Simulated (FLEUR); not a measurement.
HPbNO4:

```
H Pb N O
1.0
     3.85404    0.14384    0.09012
    -0.25320    5.52698    0.16471
    -0.48197   -1.92720    5.72025
H Pb N O
1 1 1 4
Direct
  0.10913 0.65718 0.54463
  0.61029 0.52127 0.15100
  0.91580 0.96263 0.95867
  0.01384 0.13639 0.88084
  0.72398 0.01057 0.12858
  0.00389 0.73732 0.87043
  0.11927 0.59324 0.37651
```

The cell was built by a generator and needn't be a form met in nature.

Base run:

* Program: FLEUR MaX-R8.1 (later development tree)
* Functional: PBEsol
* Potentials or basis: all-electron
* Basis: FLAPW
* Kmax: 6.3 1/bohr
* k mesh: 4 × 3 × 3
* Occupations: fermi-dirac, width 0.05 eV
* Spin: no spin polarisation

Its results: band gap on the k mesh 3.25 eV, indirect (least direct gap 3.34 eV).

Task: The run is repeated on the same cell with these changes: functional from PBEsol to LDA. What comes out?

Result: Band gap on the k mesh 3.20 eV, indirect (least direct gap 3.29 eV).

Caveats: the plane-wave cutoff is short for the small spheres of the light atoms, so energies, forces and moduli aren't converged; spin-orbit coupling is left out, which as a rule narrows the gap of such compounds by several tenths of an eV; an odd mesh through Γ misses points on the zone boundary, where band edges often lie.
